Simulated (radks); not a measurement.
**Yb inside a hard spherical wall**

An exercise on one series of results from a longer session: the logs are not shown, and one member is left open.

Method: scalar-relativistic Kohn-Sham, PBE, spin-polarised, spherical densities, point nucleus. Code: radks (a radial shooting solver on a logarithmic mesh, Libxc functionals) version 1.

## The system

* element: ytterbium (Z = 70)
* charge: 0
* electrons: 70
* configuration: [Xe] 4f14 6s2

The outer shells:

Yb
```
[Xe] core
4f [↑↓][↑↓][↑↓][↑↓][↑↓][↑↓][↑↓]
6s [↑↓]
```

Set-up of the first run:

Input:

```text
Z 70
configuration [Xe] 4f14 6s2 5d0 6p0 7s0
relativity scalar-relativistic
functional pbe,pbe
spin polarised
nucleus point
c 137.035999084
```

Steps of the session up to this table: The free atom; Wall at 12 bohr; Wall at 10 bohr; Wall at 8 bohr; Wall at 7 bohr; Wall at 6 bohr; Wall at 3 bohr; Wall at 2.5 bohr; Wall at 2 bohr.

One table of the session follows, with a row left open; its other results are not shown here.

```
R (bohr)  E − E(free) (eV)  ε(4f) (eV)  ε(6p, empty) (eV)  ε(5d, empty) (eV)  ε(7s, empty) (eV)
    free             0.000      -3.018             -1.107             -0.668                  -
      12             0.007      -2.992             -1.006             -0.620              1.059
      10                 ?           ?                  ?                  ?                  ?
       8             0.369      -2.450              0.065             -0.006              5.760
       7             0.958      -1.915              1.113              0.581              9.360
       6             2.497      -0.956              3.217              1.669             15.890
       3            77.811      14.923             53.640             21.518             135.35
     2.5            180.69      28.458             99.709             39.211             230.45
       2            490.70      57.704             205.98             81.534             436.29
```

Estimate the missing values for R (bohr) = 10.

Worked estimate for «E − E(free) (eV)». A straight line through the neighbours (12, 0.007) and (8, 0.369) gives 0.007 + (0.369 − 0.007) × (10 − 12) / (8 − 12) = 0.188; a parabola fitted to 3 rows on both sides gives -0.211, of a sign that no row has.

The run gave: E − E(free) (eV): 0.053; ε(4f) (eV): -2.886; ε(6p, empty) (eV): -0.767; ε(5d, empty) (eV): -0.489; ε(7s, empty) (eV): 2.381. In «E − E(free) (eV)» the line misses by +0.135 and the parabola by -0.264. Between these rows the values bend or scatter more than so simple an estimate can follow.

From R = 3 bohr inwards the highest occupied level lies above zero, pushed up by confinement. Shells are not refilled when levels cross, and a hard wall is a model, not a crystal.
